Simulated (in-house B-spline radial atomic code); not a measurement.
**Sn³⁺: binding energies from hole states**

Aim: the cost of two holes at once in Sn³⁺, against the sum of the two single holes.

Method: Dirac-Hartree-Fock, average of configuration, Fermi nucleus, basis-set limit. Code: in-house B-spline radial atomic code version 1.

**1. Starting point**

* element: tin (Z = 50)
* charge: +3
* electrons: 47
* configuration: [Kr] 4d10 5s1
* Hamiltonian: Dirac-Coulomb
* nucleus: Fermi, rms radius 4.652 fm

The outer shells:

[Kr] 4d10 5s1
```
[Kr] core
4d [↑↓][↑↓][↑↓][↑↓][↑↓]
5s [↑ ]
```

The boxes draw the filling by Hund's rule, which heavy ions in jj coupling don't follow; these runs average over all states of the configuration.

Input settings:

```ini
Z = 50
electrons = 47.0
configuration = [Kr] 4d10 5s1
hamiltonian = dirac
method = hf
spin_polarised = False
nucleus = fermi
rms_radius = 4.6519
mass_number = 120
atomic_mass = 119.902202557
speed_of_light = 137.035999084
```

The reference is known from an earlier run: -6174.345453 hartree in all. Up to eight levels, counted from the top:

| orbital | occupation | energy (eV) | <r> (bohr) |
| --- | --- | --- | --- |
| 3d3/2 | 4 | -548.75 | 0.3115 |
| 3d5/2 | 6 | -539.89 | 0.3149 |
| 4s1/2 | 2 | -189.31 | 0.8227 |
| 4p1/2 | 2 | -144.83 | 0.8702 |
| 4p3/2 | 4 | -136.93 | 0.8972 |
| 4d3/2 | 4 | -65.400 | 1.067 |
| 4d5/2 | 6 | -64.253 | 1.080 |
| 5s1/2 | 1 | -39.426 | 2.177 |

Single holes known from earlier runs (ΔSCF): 1s 29335.5 eV, 3s 928.92 eV, 3d3/2 533.70 eV, 3d5/2 525.04 eV, 4s 185.51 eV, 4p1/2 141.65 eV, 4p3/2 133.96 eV, 5s 39.287 eV.

**2. The 4p3/2 and 5s holes**

In configurations, a minus sign after the shell means j = l − 1/2 and a plus sign j = l + 1/2; the count of electrons follows.

The settings differ from step 1 so:

```diff
@@ -1,4 +1,4 @@
 Z = 50
-electrons = 47.0
-configuration = [Kr] 4d10 5s1
+electrons = 45.0
+configuration = 1s2 2s2 2p6 3s2 3p6 3d10 4s2 4p-2 4p+3 4d10
 hamiltonian = dirac
```

Main fields of the result record, rounded:

```text
{
  "status": "converged",
  "iterations": 10,
  "energy [hartree]": {"total": -6167.49483058, "kinetic": 6494.81316867, "nuclear": -14867.4346084, "coulomb": 2365.02620614, "exact_exchange": -159.899596967},
  "breit [hartree]": {"gaunt": 4.920085, "retardation": -0.5020316, "frequency_dependence": -0.04264269},
  "qed [hartree]": {"self_energy": 3.337573, "uehling": -0.4348927, "wichmann_kroll": 0.008984905},
  "recoil [hartree]": 0.01922088,
  "total_with_corrections [hartree]": -6160.18853369,
  "orbitals [hartree, bohr; first row names the columns]": [
    ["name", "occ", "eps", "<r>"],
    ["1s1/2", 2.0, -1081.8637, 0.029047],
    ["2s1/2", 2.0, -168.79255, 0.12491],
    ["2p1/2", 2.0, -157.37527, 0.1059],
    ["2p3/2", 4.0, -148.84932, 0.11124],
    ["3s1/2", 2.0, -36.002865, 0.33725],
    ["3p1/2", 2.0, -31.326427, 0.32859],
    ["3p3/2", 4.0, -29.707951, 0.33986],
    ["3d3/2", 4.0, -21.543373, 0.3112],
    ["3d5/2", 6.0, -21.211973, 0.31467],
    ["4s1/2", 2.0, -8.1506853, 0.8163],
    ["4p1/2", 2.0, -6.575447, 0.85862],
    ["4p3/2", 3.0, -6.2942394, 0.88332],
    ["4d3/2", 4.0, -3.6141534, 1.0223],
    ["4d5/2", 6.0, -3.5300896, 1.0375]
  ],
  "sum_r [bohr^k]": {"-1": 297.3517, "1": 23.10255, "2": 20.545},
  "energy_minus_base [hartree]": 6.85062197,
  "energy_minus_base_with_corrections [hartree]": 6.8449308
}
```

It took 1.1 s on 1 thread, shared host.

energy_minus_base is the energy less that of the reference run.

**3. The 3d3/2 and 4s holes**

The settings differ from step 2 so:

```diff
@@ -2,3 +2,3 @@
 electrons = 45.0
-configuration = 1s2 2s2 2p6 3s2 3p6 3d10 4s2 4p-2 4p+3 4d10
+configuration = 1s2 2s2 2p6 3s2 3p6 3d-3 3d+6 4s1 4p6 4d10 5s1
 hamiltonian = dirac
```

Results of the run:

```text
{
  "status": "converged",
  "iterations": 14,
  "energy [hartree]": {"total": -6146.97428513, "kinetic": 6473.73633868, "nuclear": -14780.6022414, "coulomb": 2315.67200093, "exact_exchange": -155.78038331},
  "breit [hartree]": {"gaunt": 4.904425, "retardation": -0.5019628, "frequency_dependence": -0.04320226},
  "qed [hartree]": {"self_energy": 3.335003, "uehling": -0.4344152, "wichmann_kroll": 0.008975265},
  "recoil [hartree]": 0.01920087,
  "total_with_corrections [hartree]": -6139.68626153,
  "orbitals [hartree, bohr; first row names the columns]": [
    ["name", "occ", "eps", "<r>"],
    ["1s1/2", 2.0, -1083.587, 0.029048],
    ["2s1/2", 2.0, -170.52473, 0.12487],
    ["2p1/2", 2.0, -159.05451, 0.1058],
    ["2p3/2", 4.0, -150.63511, 0.11118],
    ["3s1/2", 2.0, -37.180623, 0.33556],
    ["3p1/2", 2.0, -32.401954, 0.32628],
    ["3p3/2", 4.0, -30.942641, 0.33655],
    ["3d3/2", 3.0, -22.863448, 0.31055],
    ["3d5/2", 6.0, -22.569659, 0.31042],
    ["4s1/2", 1.0, -8.4682141, 0.77412],
    ["4p1/2", 2.0, -6.9654685, 0.83838],
    ["4p3/2", 4.0, -6.6599441, 0.86227],
    ["4d3/2", 4.0, -3.9617804, 0.97576],
    ["4d5/2", 6.0, -3.9304133, 0.9851],
    ["5s1/2", 1.0, -2.7972193, 1.9206]
  ],
  "sum_r [bohr^k]": {"-1": 295.6151, "1": 24.06241, "2": 23.07334},
  "energy_minus_base [hartree]": 27.3711674,
  "energy_minus_base_with_corrections [hartree]": 27.347203
}
```

Wall time 1.6 s (1 thread, shared host).

Radial density 4πr²n(r) and radial functions P(r) = rR(r):

| r (bohr) | 4πr²n | 3d5/2 | 4s1/2 | 5s1/2 |
| --- | --- | --- | --- | --- |
| 0.00258 | 7.853 | 0.0001 | 0.1325 | 0.0212 |
| 0.00390 | 14.86 | 0.0002 | 0.1810 | 0.0289 |
| 0.00590 | 26.31 | 0.0007 | 0.2376 | 0.0380 |
| 0.00892 | 42.08 | 0.0024 | 0.2916 | 0.0466 |
| 0.0135 | 58.09 | 0.0076 | 0.3185 | 0.0508 |
| 0.0204 | 65.31 | 0.0232 | 0.2743 | 0.0437 |
| 0.0309 | 59.69 | 0.0677 | 0.1053 | 0.0165 |
| 0.0468 | 58.01 | 0.1829 | -0.1969 | -0.0320 |
| 0.0707 | 75.89 | 0.4394 | -0.4849 | -0.0774 |
| 0.107 | 78.13 | 0.9047 | -0.4188 | -0.0641 |
| 0.162 | 56.45 | 1.4965 | 0.2109 | 0.0397 |
| 0.245 | 64.87 | 1.8326 | 0.7873 | 0.1214 |
| 0.371 | 44.45 | 1.4937 | 0.2133 | -0.0068 |
| 0.561 | 20.27 | 0.6980 | -1.0810 | -0.1845 |
| 0.848 | 23.24 | 0.1531 | -1.2497 | 0.0902 |
| 1.28 | 9.132 | 0.0128 | -0.3701 | 0.6986 |
| 1.94 | 1.538 | 0.0003 | 0.1186 | 0.8364 |
| 2.94 | 0.1510 | 0.0000 | 0.0812 | 0.3616 |
| 4.44 | 0.002188 | 0.0000 | 0.0105 | 0.0454 |
| 6.72 | 9.568e-07 | 0.0000 | 0.0002 | 0.0010 |

On the record's full grid the radial density has clear maxima near r = 0.020, 0.087, 0.24, 0.85 bohr.

X-ray form factor of the spherical density:

| sinθ/λ (1/Å) | f (electrons) |
| --- | --- |
| 0 | 45.000 |
| 0.1 | 43.378 |
| 0.2 | 39.300 |
| 0.3 | 34.316 |
| 0.4 | 29.594 |
| 0.6 | 22.619 |
| 0.8 | 18.620 |
| 1 | 16.046 |
| 1.4 | 11.841 |
| 1.8 | 8.548 |
| 2.5 | 5.729 |
| 4 | 3.571 |
| 6 | 1.838 |

**4. The 3s and 4p1/2 holes**

The settings differ from step 3 so:

```diff
@@ -2,3 +2,3 @@
 electrons = 45.0
-configuration = 1s2 2s2 2p6 3s2 3p6 3d-3 3d+6 4s1 4p6 4d10 5s1
+configuration = 1s2 2s2 2p6 3s1 3p6 3d10 4s2 4p-1 4p+4 4d10 5s1
 hamiltonian = dirac
```

Results of the run:

```text
{
  "status": "converged",
  "iterations": 13,
  "energy [hartree]": {"total": -6134.09971583, "kinetic": 6456.66520263, "nuclear": -14755.0773794, "coulomb": 2319.22770626, "exact_exchange": -154.915245372},
  "breit [hartree]": {"gaunt": 4.885257, "retardation": -0.500607, "frequency_dependence": -0.04340756},
  "qed [hartree]": {"self_energy": 3.305767, "uehling": -0.43096, "wichmann_kroll": 0.008904536},
  "recoil [hartree]": 0.01901807,
  "total_with_corrections [hartree]": -6126.85574458,
  "orbitals [hartree, bohr; first row names the columns]": [
    ["name", "occ", "eps", "<r>"],
    ["1s1/2", 2.0, -1083.6797, 0.029047],
    ["2s1/2", 2.0, -170.25178, 0.12498],
    ["2p1/2", 2.0, -158.93313, 0.10586],
    ["2p3/2", 4.0, -150.42978, 0.11116],
    ["3s1/2", 1.0, -37.140421, 0.33912],
    ["3p1/2", 2.0, -32.257793, 0.32709],
    ["3p3/2", 4.0, -30.668098, 0.33723],
    ["3d3/2", 4.0, -22.707662, 0.30786],
    ["3d5/2", 6.0, -22.386383, 0.31127],
    ["4s1/2", 2.0, -8.6013397, 0.8002],
    ["4p1/2", 1.0, -7.075305, 0.83659],
    ["4p3/2", 4.0, -6.7025875, 0.86207],
    ["4d3/2", 4.0, -3.9016287, 0.98273],
    ["4d5/2", 6.0, -3.9326138, 0.98633],
    ["5s1/2", 1.0, -2.5711379, 1.9018]
  ],
  "sum_r [bohr^k]": {"-1": 295.1046, "1": 24.04169, "2": 23.0783},
  "energy_minus_base [hartree]": 40.2457367,
  "energy_minus_base_with_corrections [hartree]": 40.1777199
}
```

Wall time 1.4 s (1 thread, shared host).

**5. The 3s and 3d5/2 holes**

The settings differ from step 4 so:

```diff
@@ -2,3 +2,3 @@
 electrons = 45.0
-configuration = 1s2 2s2 2p6 3s1 3p6 3d10 4s2 4p-1 4p+4 4d10 5s1
+configuration = 1s2 2s2 2p6 3s1 3p6 3d-4 3d+5 4s2 4p6 4d10 5s1
 hamiltonian = dirac
```

Results of the run:

```text
{
  "status": "converged",
  "iterations": 12,
  "energy [hartree]": {"total": -6119.2872042, "kinetic": 6443.27030152, "nuclear": -14699.711235, "coulomb": 2290.17752929, "exact_exchange": -153.023800015},
  "breit [hartree]": {"gaunt": 4.887008, "retardation": -0.5007392, "frequency_dependence": -0.04343855},
  "qed [hartree]": {"self_energy": 3.306856, "uehling": -0.4311261, "wichmann_kroll": 0.008908094},
  "recoil [hartree]": 0.01902515,
  "total_with_corrections [hartree]": -6112.04071102,
  "orbitals [hartree, bohr; first row names the columns]": [
    ["name", "occ", "eps", "<r>"],
    ["1s1/2", 2.0, -1084.8472, 0.029048],
    ["2s1/2", 2.0, -171.49286, 0.12493],
    ["2p1/2", 2.0, -160.23439, 0.10582],
    ["2p3/2", 4.0, -151.63908, 0.11109],
    ["3s1/2", 1.0, -37.87745, 0.33711],
    ["3p1/2", 2.0, -33.095435, 0.32415],
    ["3p3/2", 4.0, -31.331301, 0.33488],
    ["3d3/2", 4.0, -23.610202, 0.30424],
    ["3d5/2", 5.0, -23.241131, 0.31096],
    ["4s1/2", 2.0, -8.8365005, 0.79007],
    ["4p1/2", 2.0, -7.1780411, 0.82538],
    ["4p3/2", 4.0, -6.8417329, 0.84984],
    ["4d3/2", 4.0, -4.078879, 0.95509],
    ["4d5/2", 6.0, -4.0149802, 0.96476],
    ["5s1/2", 1.0, -2.5869669, 1.8895]
  ],
  "sum_r [bohr^k]": {"-1": 293.9972, "1": 24.18937, "2": 22.99648},
  "energy_minus_base [hartree]": 55.0582484,
  "energy_minus_base_with_corrections [hartree]": 54.9927535
}
```

Run time: 1.4 s. Hardware: 1 thread, shared host.

**6. The 1s and 5s holes**

The settings differ from step 5 so:

```diff
@@ -2,3 +2,3 @@
 electrons = 45.0
-configuration = 1s2 2s2 2p6 3s1 3p6 3d-4 3d+5 4s2 4p6 4d10 5s1
+configuration = 1s1 2s2 2p6 3s2 3p6 3d10 4s2 4p6 4d10
 hamiltonian = dirac
```

Results of the run:

```text
{
  "status": "converged",
  "iterations": 10,
  "energy [hartree]": {"total": -5094.33237453, "kinetic": 5340.19572779, "nuclear": -12533.2207392, "coulomb": 2227.92050824, "exact_exchange": -129.227871374},
  "breit [hartree]": {"gaunt": 2.384884, "retardation": -0.3205873, "frequency_dependence": -0.0238902},
  "qed [hartree]": {"self_energy": 1.970097, "uehling": -0.2504729, "wichmann_kroll": 0.005175252},
  "recoil [hartree]": 0.01666434,
  "total_with_corrections [hartree]": -5090.55050476,
  "orbitals [hartree, bohr; first row names the columns]": [
    ["name", "occ", "eps", "<r>"],
    ["1s1/2", 1.0, -1108.8323, 0.028947],
    ["2s1/2", 2.0, -174.59267, 0.12317],
    ["2p1/2", 2.0, -164.7288, 0.10375],
    ["2p3/2", 4.0, -155.61965, 0.1091],
    ["3s1/2", 2.0, -37.431149, 0.331],
    ["3p1/2", 2.0, -32.951075, 0.32042],
    ["3p3/2", 4.0, -31.221361, 0.33119],
    ["3d3/2", 4.0, -22.877523, 0.30198],
    ["3d5/2", 6.0, -22.515131, 0.30549],
    ["4s1/2", 2.0, -8.4572686, 0.79886],
    ["4p1/2", 2.0, -6.8207503, 0.83536],
    ["4p3/2", 4.0, -6.4967664, 0.86081],
    ["4d3/2", 4.0, -3.7195651, 0.9915],
    ["4d5/2", 6.0, -3.6689649, 1.0031]
  ],
  "sum_r [bohr^k]": {"-1": 250.6662, "1": 23.28369, "2": 20.2115},
  "energy_minus_base [hartree]": 1080.01308,
  "energy_minus_base_with_corrections [hartree]": 1076.48296
}
```

Wall time 1.1 s (1 thread, shared host).

**7. The 1s and 1s holes**

The settings differ from step 6 so:

```diff
@@ -2,3 +2,3 @@
 electrons = 45.0
-configuration = 1s1 2s2 2p6 3s2 3p6 3d10 4s2 4p6 4d10
+configuration = 2s2 2p6 3s2 3p6 3d10 4s2 4p6 4d10 5s1
 hamiltonian = dirac
```

Results of the run:

```text
{
  "status": "converged",
  "iterations": 10,
  "energy [hartree]": {"total": -3990.23024484, "kinetic": 4151.74198188, "nuclear": -10143.2371102, "coulomb": 2130.24846327, "exact_exchange": -128.983579795},
  "breit [hartree]": {"gaunt": 1.415504, "retardation": -0.1168056, "frequency_dependence": -0.001898006},
  "qed [hartree]": {"self_energy": 0.5646914, "uehling": -0.06094903, "wichmann_kroll": 0.001261591},
  "recoil [hartree]": 0.01422019,
  "total_with_corrections [hartree]": -3988.41421996,
  "orbitals [hartree, bohr; first row names the columns]": [
    ["name", "occ", "eps", "<r>"],
    ["2s1/2", 2.0, -180.90519, 0.12158],
    ["2p1/2", 2.0, -172.6972, 0.10168],
    ["2p3/2", 4.0, -162.96613, 0.10705],
    ["3s1/2", 2.0, -39.297168, 0.3249],
    ["3p1/2", 2.0, -35.040958, 0.31254],
    ["3p3/2", 4.0, -33.175137, 0.32326],
    ["3d3/2", 4.0, -24.682732, 0.29311],
    ["3d5/2", 6.0, -24.280657, 0.29665],
    ["4s1/2", 2.0, -9.0239968, 0.77612],
    ["4p1/2", 2.0, -7.378526, 0.80574],
    ["4p3/2", 4.0, -7.0197015, 0.83067],
    ["4d3/2", 4.0, -4.1067007, 0.94109],
    ["4d5/2", 6.0, -4.0475981, 0.95217],
    ["5s1/2", 1.0, -2.508149, 1.8718]
  ],
  "sum_r [bohr^k]": {"-1": 202.8652, "1": 24.2306, "2": 22.40509},
  "energy_minus_base [hartree]": 2184.11521,
  "energy_minus_base_with_corrections [hartree]": 2178.61924
}
```

Wall time 1.1 s (1 thread, shared host).

**8. What the holes cost**

| two holes | ΔSCF (eV) | less the two single holes (eV) |
| --- | --- | --- |
| 4p3/2 and 5s | 186.41 | 13.17 |
| 3d3/2 and 4s | 744.81 | 25.59 |
| 3s and 4p1/2 | 1095.14 | 24.57 |
| 3s and 3d5/2 | 1498.21 | 44.25 |
| 1s and 5s | 29388.7 | 13.82 |
| 1s and 1s | 59432.8 | 761.70 |

Two holes cost more than the sum of each, because the second electron leaves a more charged ion. The excess runs from 13.2 eV (4p3/2 and 5s) to 761.7 eV (1s and 1s); it tends to be largest where both holes are compact. Two partly filled shells share a symmetry and can mix in the average, which may lower the energy, in these hole states: 3d3/2 and 4s; 3s and 4p1/2; 3s and 3d5/2; 1s; 3s; 4s. Values are for the free ion, measured from the vacuum level.
